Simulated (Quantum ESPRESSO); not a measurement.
# GaF (Pm-3m) in Quantum ESPRESSO: equation of state

How stiff is GaF in PBE, and what volume does it want? The cell is scaled to several volumes.

Program: Quantum ESPRESSO 7.5. These are calculated values, not measurements. Logs are shortened: lines on timing, memory, paths and dates and some standing lists are left out, and cuts for length are marked.

## Step 1: The structure

The structure is cubic, space group Pm-3m (No. 221). Conventional cell: a = 3.166 Å, b = 3.166 Å, c = 3.166 Å, α = 90.00°, β = 90.00°, γ = 90.00°. Ga (site symmetry m-3m) is surrounded by 8 F at 2.74 Å. F (site symmetry m-3m) is surrounded by 8 Ga at 2.74 Å.

The cell was built by a generator and needn't be a form met in nature.

## Step 2: Single point, PBE, 14.91 Å³/atom

Contents of pw.in:

```
&CONTROL
  calculation = 'scf'
  prefix = 'pwscf'
  outdir = './tmp'
  pseudo_dir = './pseudo'
  tprnfor = .true.
  tstress = .true.
  disk_io = 'nowf'
/
&SYSTEM
  ibrav = 0
  nat = 2
  ntyp = 2
  ecutwfc = 70
  ecutrho = 560
  nbnd = 16
  occupations = 'smearing'
  smearing = 'fd'
  degauss = 0.00367493
/
&ELECTRONS
  conv_thr = 4d-10
  electron_maxstep = 120
  mixing_beta = 0.5
/
ATOMIC_SPECIES
Ga    69.7230 Ga.pbe-dn-kjpaw_psl.1.0.0.UPF
F     18.9984 f_pbe_v1.4.uspp.F.UPF
CELL_PARAMETERS angstrom
   3.1012912533    0.0000000000    0.0000000000
   0.0000000000    3.1012912533    0.0000000000
   0.0000000000    0.0000000000    3.1012912533
ATOMIC_POSITIONS crystal
Ga     0.0000000000    0.0000000000    0.0000000000
F      0.5000000000    0.5000000000    0.5000000000
K_POINTS automatic
8 8 8 0 0 0
```

Potentials or basis: SSSP 1.3 efficiency PBE.

Started as:

```sh
> OMP_NUM_THREADS=1 pw.x -in pw.in > pw.out
```

pw.out:

```text
This program is part of the open-source Quantum ESPRESSO suite
     for quantum simulation of materials; please cite
         "P. Giannozzi et al., J. Phys.:Condens. Matter 21 395502 (2009);
         "P. Giannozzi et al., J. Phys.:Condens. Matter 29 465901 (2017);
         "P. Giannozzi et al., J. Chem. Phys. 152 154105 (2020);
     in publications or presentations arising from this work. More details at

     file Ga.pbe-dn-kjpaw_psl.1.0.0.UPF: wavefunction(s)  4S renormalized
     Message from routine setup:
     using ibrav=0 with symmetry is DISCOURAGED, use correct ibrav instead

     G-vector sticks info
     --------------------
     sticks:   dense  smooth     PW     G-vecs:    dense   smooth      PW
     Sum        1533     761    241                45025    15895    2777

     Using Slab Decomposition

     bravais-lattice index     =            0
     lattice parameter (alat)  =       5.8606  a.u.
     unit-cell volume          =     201.2910 (a.u.)^3
     number of atoms/cell      =            2
     number of atomic types    =            2
     number of electrons       =        20.00
     number of Kohn-Sham states=           16
     kinetic-energy cutoff     =      70.0000  Ry
     charge density cutoff     =     560.0000  Ry
     scf convergence threshold =      4.0E-10
     mixing beta               =       0.5000
     number of iterations used =            8  plain     mixing
     Exchange-correlation=  SLA  PW   PBX  PBC
                           (   1   4   3   4   0   0   0)

     celldm(1)=   5.860591  celldm(2)=   0.000000  celldm(3)=   0.000000
     celldm(4)=   0.000000  celldm(5)=   0.000000  celldm(6)=   0.000000

     crystal axes: (cart. coord. in units of alat)
               a(1) = (   1.000000   0.000000   0.000000 )
               a(2) = (   0.000000   1.000000   0.000000 )
               a(3) = (   0.000000   0.000000   1.000000 )

     reciprocal axes: (cart. coord. in units 2 pi/alat)
               b(1) = (  1.000000  0.000000  0.000000 )
               b(2) = (  0.000000  1.000000  0.000000 )
               b(3) = (  0.000000  0.000000  1.000000 )

     PseudoPot. # 1 for Ga read from file:
     Ga.pbe-dn-kjpaw_psl.1.0.0.UPF
     Pseudo is Projector augmented-wave + core cor, Zval = 13.0
     Generated using "atomic" code by A. Dal Corso  v.5.1
     Shape of augmentation charge: PSQ
     Using radial grid of 1205 points,  6 beta functions with:
                l(1) =   0
                l(2) =   0
                l(3) =   1
                l(4) =   1
                l(5) =   2
                l(6) =   2
     Q(r) pseudized with 0 coefficients

     PseudoPot. # 2 for F  read from file:
     f_pbe_v1.4.uspp.F.UPF
     Pseudo is Ultrasoft, Zval =  7.0
     Generated by new atomic code, or converted to UPF format
     Using radial grid of  799 points,  4 beta functions with:
                l(1) =   0
                l(2) =   0
                l(3) =   1
                l(4) =   1
     Q(r) pseudized with  8 coefficients,  rinner =    0.950   0.950   0.950

     atomic species   valence    mass     pseudopotential
     Ga               13.00    69.72300     Ga( 1.00)
     F                 7.00    18.99840     F ( 1.00)

     48 Sym. Ops., with inversion, found

   Cartesian axes

     site n.     atom                  positions (alat units)
         1        Ga     tau(   1) = (   0.0000000   0.0000000   0.0000000  )
         2        F      tau(   2) = (   0.5000000   0.5000000   0.5000000  )

     number of k points=    35  Fermi-Dirac smearing, width (Ry)=  0.0037
                       cart. coord. in units 2pi/alat
        k(    1) = (   0.0000000   0.0000000   0.0000000), wk =   0.0039062
        k(    2) = (   0.0000000   0.0000000   0.1250000), wk =   0.0234375
        k(    3) = (   0.0000000   0.0000000   0.2500000), wk =   0.0234375
        k(    4) = (   0.0000000   0.0000000   0.3750000), wk =   0.0234375
        k(    5) = (   0.0000000   0.0000000  -0.5000000), wk =   0.0117188
        k(    6) = (   0.0000000   0.1250000   0.1250000), wk =   0.0468750
[... 27 lines left out ...]
        k(   34) = (   0.3750000  -0.5000000  -0.5000000), wk =   0.0234375
        k(   35) = (  -0.5000000  -0.5000000  -0.5000000), wk =   0.0039062

     Dense  grid:    45025 G-vectors     FFT dimensions: (  45,  45,  45)

     Smooth grid:    15895 G-vectors     FFT dimensions: (  32,  32,  32)

     Initial potential from superposition of free atoms

     starting charge      19.9970, renormalised to      20.0000
     Starting wfcs are   13 randomized atomic wfcs +    3 random wfcs

     Self-consistent Calculation

     iteration #  1     ecut=    70.00 Ry     beta= 0.50
     Davidson diagonalization with overlap
     ethr =  1.00E-02,  avg # of iterations =  7.0

     total energy              =    -326.48372985 Ry
     estimated scf accuracy    <       0.24895584 Ry

     iteration #  2     ecut=    70.00 Ry     beta= 0.50
     Davidson diagonalization with overlap
     ethr =  1.24E-03,  avg # of iterations =  2.3
[... 4 lines left out ...]
     iteration #  3     ecut=    70.00 Ry     beta= 0.50
     Davidson diagonalization with overlap
     ethr =  7.53E-04,  avg # of iterations =  2.3

     total energy              =    -326.57801234 Ry
     estimated scf accuracy    <       0.00368592 Ry

     iteration #  4     ecut=    70.00 Ry     beta= 0.50
     Davidson diagonalization with overlap
     c_bands:  1 eigenvalues not converged
     c_bands:  1 eigenvalues not converged
     c_bands:  1 eigenvalues not converged
     c_bands:  1 eigenvalues not converged
     ethr =  1.84E-05,  avg # of iterations = 10.1

     total energy              =    -326.58185325 Ry
     estimated scf accuracy    <       0.00241840 Ry

     iteration #  5     ecut=    70.00 Ry     beta= 0.50
     Davidson diagonalization with overlap
     ethr =  1.21E-05,  avg # of iterations =  2.4

     total energy              =    -326.58237538 Ry
     estimated scf accuracy    <       0.00101878 Ry
[... 68 lines left out ...]
     total energy              =    -326.58272885 Ry
     estimated scf accuracy    <          4.1E-10 Ry

     iteration # 16     ecut=    70.00 Ry     beta= 0.50
     Davidson diagonalization with overlap
     ethr =  2.05E-12,  avg # of iterations =  3.8

     End of self-consistent calculation

          k = 0.0000 0.0000 0.0000 (  1935 PWs)   bands (ev):

   -15.9534  -7.7076  -7.7076  -7.5101  -7.5101  -7.5101   0.4146   2.9161
     2.9161   2.9161  15.3648  15.3648  15.3648  16.5015  16.5015  24.4709

          k = 0.0000 0.0000 0.1250 (  1991 PWs)   bands (ev):

   -15.9277  -7.7058  -7.6872  -7.5188  -7.5188  -7.5094   0.2416   2.9592
     2.9592   3.1636  13.1392  15.3833  15.3833  16.7200  18.6375  25.2747
[... 53 lines left out ...]
   -15.6884  -7.6407  -7.5822  -7.5504  -7.5479  -7.5034   0.7100   1.5900
     3.2844   4.8759   9.7935  10.4828  16.7812  17.4730  22.3309  23.7740

          k = 0.0000 0.3750-0.5000 (  2010 PWs)   bands (ev):

   -15.6687  -7.6358  -7.5859  -7.5565  -7.5473  -7.4837   0.8885   1.5700
     3.3039   4.5851   9.6304  10.6015  16.7630  17.1036  22.9362  23.5159

          k = 0.0000-0.5000-0.5000 (  2000 PWs)   bands (ev):

   -15.6503  -7.6303  -7.5885  -7.5544  -7.5544  -7.4638   1.3637   1.3637
     3.3189   4.0685  10.1923  10.1923  15.9724  17.5519  23.3318  23.3324

          k = 0.1250 0.1250 0.1250 (  1986 PWs)   bands (ev):

   -15.8795  -7.6738  -7.6738  -7.5258  -7.5258  -7.5257   0.1502   2.7438
     2.7438   3.9613  13.1816  13.1816  13.8812  19.8886  19.8886  25.2976

          k = 0.1250 0.1250 0.2500 (  1985 PWs)   bands (ev):
[... 31 lines left out ...]
   -15.6703  -7.6167  -7.5903  -7.5610  -7.5571  -7.5023   0.8555   1.6997
     3.0919   4.9764   9.8747  10.3606  15.1965  17.7632  22.1435  22.7286

          k = 0.1250 0.3750-0.5000 (  1992 PWs)   bands (ev):

   -15.6508  -7.6113  -7.5950  -7.5658  -7.5601  -7.4827   1.0382   1.6735
     3.1272   4.7359   9.6050  10.4538  15.5076  17.0680  21.7474  22.5592

          k = 0.1250-0.5000-0.5000 (  2000 PWs)   bands (ev):

   -15.6324  -7.6054  -7.5964  -7.5681  -7.5681  -7.4633   1.4846   1.4846
     3.1551   4.2915  10.0379  10.0379  15.7640  16.3606  21.8449  21.8449

          k = 0.2500 0.2500 0.2500 (  1998 PWs)   bands (ev):

   -15.7212  -7.5906  -7.5906  -7.5670  -7.5670  -7.5480   0.5079   2.4282
     2.4282   5.1403  11.2523  11.2523  12.4553  20.9733  20.9733  22.6067

          k = 0.2500 0.2500 0.3750 (  1989 PWs)   bands (ev):
[... 11 lines left out ...]
   -15.6262  -7.6089  -7.5917  -7.5759  -7.5568  -7.5002   1.2472   1.9815
     2.6675   5.2413   9.9545  10.0320  12.8952  18.4362  20.3834  20.5449

          k = 0.2500 0.3750-0.5000 (  1994 PWs)   bands (ev):

   -15.6071  -7.6159  -7.5907  -7.5895  -7.5523  -7.4804   1.4392   1.9341
     2.7362   5.1590   9.4794  10.0338  13.0469  17.8450  19.9310  20.6978

          k = 0.2500-0.5000-0.5000 (  1996 PWs)   bands (ev):

   -15.5886  -7.6161  -7.6005  -7.6005  -7.5455  -7.4622   1.7974   1.7974
     2.7845   4.9621   9.6271   9.6271  12.9347  17.3355  20.1878  20.1878

          k = 0.3750 0.3750 0.3750 (  1980 PWs)   bands (ev):

   -15.5814  -7.6214  -7.6214  -7.6000  -7.4984  -7.4984   1.7126   2.2926
     2.2926   5.5619   9.6505   9.6505  11.4601  18.9614  19.3379  19.3379

          k = 0.3750 0.3750-0.5000 (  1984 PWs)   bands (ev):

   -15.5627  -7.6336  -7.6202  -7.6166  -7.4977  -7.4742   1.9176   2.1692
     2.4323   5.7273   9.2678   9.4748  11.1391  18.5675  19.0010  19.5759

          k = 0.3750-0.5000-0.5000 (  1968 PWs)   bands (ev):

   -15.5441  -7.6365  -7.6323  -7.6323  -7.4855  -7.4611   2.1484   2.1484
     2.4428   6.0523   9.1553   9.1553  10.4009  18.4074  19.2135  19.2135

          k =-0.5000-0.5000-0.5000 (  2008 PWs)   bands (ev):

   -15.5255  -7.6453  -7.6453  -7.6453  -7.4607  -7.4607   2.3084   2.3084
     2.3084   7.0168   8.9390   8.9390   8.9390  18.9004  18.9004  18.9004

     the Fermi energy is     6.8527 ev

!    total energy              =    -326.58272885 Ry
     estimated scf accuracy    <          2.8E-11 Ry
     smearing contrib. (-TS)   =      -0.00002931 Ry
     internal energy E=F+TS    =    -326.58269953 Ry

     The total energy is F=E-TS. E is the sum of the following terms:
     one-electron contribution =    -111.72949742 Ry
     hartree contribution      =      74.04545734 Ry
     xc contribution           =     -47.38388624 Ry
     ewald contribution        =    -130.44472543 Ry
     one-center paw contrib.   =    -111.07004780 Ry

     convergence has been achieved in  16 iterations

     Forces acting on atoms (cartesian axes, Ry/au):

     atom    1 type  1   force =     0.00000000    0.00000000    0.00000000
     atom    2 type  2   force =     0.00000000    0.00000000    0.00000000

     Total force =     0.000000     Total SCF correction =     0.000000

     Computing stress (Cartesian axis) and pressure

          total   stress  (Ry/bohr**3)                   (kbar)     P=       30.32
   0.00020608   0.00000000   0.00000000           30.32        0.00        0.00
   0.00000000   0.00020608   0.00000000            0.00       30.32        0.00
   0.00000000   0.00000000   0.00020608            0.00        0.00       30.32

=------------------------------------------------------------------------------=
   JOB DONE.
=------------------------------------------------------------------------------=
```

Wall time 25 s (1 thread of Arm Neoverse V2, shared host); peak memory 0.21 GiB.

Results:

```yaml
Free_energy: -4443.3844 eV
Pressure: 3.0 GPa
Band_gap_on_the_k_mesh: none (metal or under the smearing width)
```

## Step 3: Single point, PBE, 15.23 Å³/atom

Changes to pw.in since step 2:

```diff
@@ -29,5 +29,5 @@
 CELL_PARAMETERS angstrom
-   3.1012912533    0.0000000000    0.0000000000
-   0.0000000000    3.1012912533    0.0000000000
-   0.0000000000    0.0000000000    3.1012912533
+   3.1231320521    0.0000000000    0.0000000000
+   0.0000000000    3.1231320521    0.0000000000
+   0.0000000000    0.0000000000    3.1231320521
 ATOMIC_POSITIONS crystal
```

Potentials or basis: SSSP 1.3 efficiency PBE.

Started as:

```sh
> OMP_NUM_THREADS=1 pw.x -in pw.in > pw.out
```

Run time: 34 s. Hardware: 1 thread of Arm Neoverse V2, shared host; peak memory 0.22 GiB.

The run converged. Its results:

| Quantity | Value |
| --- | --- |
| Free energy | -4443.3944 eV |
| Pressure | 1.9 GPa |
| Band gap on the k mesh | none (metal or under the smearing width) |

## Step 4: Single point, PBE, 15.55 Å³/atom

Changes to pw.in since step 3:

```diff
@@ -29,5 +29,5 @@
 CELL_PARAMETERS angstrom
-   3.1231320521    0.0000000000    0.0000000000
-   0.0000000000    3.1231320521    0.0000000000
-   0.0000000000    0.0000000000    3.1231320521
+   3.1446715745    0.0000000000    0.0000000000
+   0.0000000000    3.1446715745    0.0000000000
+   0.0000000000    0.0000000000    3.1446715745
 ATOMIC_POSITIONS crystal
```

Started as:

```sh
> OMP_NUM_THREADS=1 pw.x -in pw.in > pw.out
```

It took 27 s on 1 thread of Arm Neoverse V2, shared host; peak memory 0.23 GiB.

The run converged. Its results:

* Free energy: -4443.4003 eV
* Pressure: 0.9 GPa
* Band gap on the k mesh: 0.19 eV, indirect (least direct gap 1.07 eV)

## Step 5: Single point, PBE, 15.87 Å³/atom

Changes to pw.in since step 4:

```diff
@@ -29,5 +29,5 @@
 CELL_PARAMETERS angstrom
-   3.1446715745    0.0000000000    0.0000000000
-   0.0000000000    3.1446715745    0.0000000000
-   0.0000000000    0.0000000000    3.1446715745
+   3.1659200000    0.0000000000    0.0000000000
+   0.0000000000    3.1659200000    0.0000000000
+   0.0000000000    0.0000000000    3.1659200000
 ATOMIC_POSITIONS crystal
```

Started as:

```sh
> OMP_NUM_THREADS=1 pw.x -in pw.in > pw.out
```

Wall time 31 s (1 thread of Arm Neoverse V2, shared host); peak memory 0.23 GiB.

It converged, with:

* Free energy: -4443.4023 eV
* Pressure: -0.1 GPa
* Band gap on the k mesh: 0.34 eV, indirect (least direct gap 1.12 eV)

## Step 6: Single point, PBE, 16.18 Å³/atom

Changes to pw.in since step 5:

```diff
@@ -29,5 +29,5 @@
 CELL_PARAMETERS angstrom
-   3.1659200000    0.0000000000    0.0000000000
-   0.0000000000    3.1659200000    0.0000000000
-   0.0000000000    0.0000000000    3.1659200000
+   3.1868869687    0.0000000000    0.0000000000
+   0.0000000000    3.1868869687    0.0000000000
+   0.0000000000    0.0000000000    3.1868869687
 ATOMIC_POSITIONS crystal
```

Potentials or basis: SSSP 1.3 efficiency PBE.

Started as:

```sh
> OMP_NUM_THREADS=1 pw.x -in pw.in > pw.out
```

It took 31 s on 1 thread of Arm Neoverse V2, shared host; peak memory 0.23 GiB.

Results (log left out):

```
Free energy            : -4443.4007 eV
Pressure               : -0.9 GPa
Band gap on the k mesh : 0.48 eV, indirect (least direct gap 1.18 eV)
```

## Step 7: Single point, PBE, 16.50 Å³/atom

Changes to pw.in since step 6:

```diff
@@ -29,5 +29,5 @@
 CELL_PARAMETERS angstrom
-   3.1868869687    0.0000000000    0.0000000000
-   0.0000000000    3.1868869687    0.0000000000
-   0.0000000000    0.0000000000    3.1868869687
+   3.2075816197    0.0000000000    0.0000000000
+   0.0000000000    3.2075816197    0.0000000000
+   0.0000000000    0.0000000000    3.2075816197
 ATOMIC_POSITIONS crystal
```

Started as:

```sh
> OMP_NUM_THREADS=1 pw.x -in pw.in > pw.out
```

Wall time 40 s (1 thread of Arm Neoverse V2, shared host); peak memory 0.24 GiB.

The run converged. Its results:

```
Free energy            : -4443.3960 eV
Pressure               : -1.7 GPa
Band gap on the k mesh : 0.62 eV, indirect (least direct gap 1.24 eV)
```

## Step 8: Single point, PBE, 16.82 Å³/atom

Changes to pw.in since step 7:

```diff
@@ -29,5 +29,5 @@
 CELL_PARAMETERS angstrom
-   3.2075816197    0.0000000000    0.0000000000
-   0.0000000000    3.2075816197    0.0000000000
-   0.0000000000    0.0000000000    3.2075816197
+   3.2280126268    0.0000000000    0.0000000000
+   0.0000000000    3.2280126268    0.0000000000
+   0.0000000000    0.0000000000    3.2280126268
 ATOMIC_POSITIONS crystal
```

Started as:

```sh
> OMP_NUM_THREADS=1 pw.x -in pw.in > pw.out
```

Run time: 40 s. Hardware: 1 thread of Arm Neoverse V2, shared host; peak memory 0.24 GiB.

Results (log left out):

| Item | Value |
| --- | --- |
| Free energy | -4443.3884 eV |
| Pressure | -2.3 GPa |
| Band gap on the k mesh | 0.76 eV, indirect (least direct gap 1.29 eV) |

## Step 9: Equation of state, PBE

Potentials or basis: SSSP 1.3 efficiency PBE.

No new run: the results of the series are fitted here.

Results:

```
Equilibrium volume                      : 15.88 Å³/atom
Bulk modulus                            : 44 GPa
Pressure derivative of the bulk modulus : 3.8
```

Energy against volume, from the lowest point:
```
volume (Å³/atom)  energy (meV/atom)
          14.914               8.95
          15.231               3.92
          15.549               1.00
          15.866               0.00
          16.183               0.78
          16.501               3.14
          16.818               6.94
```
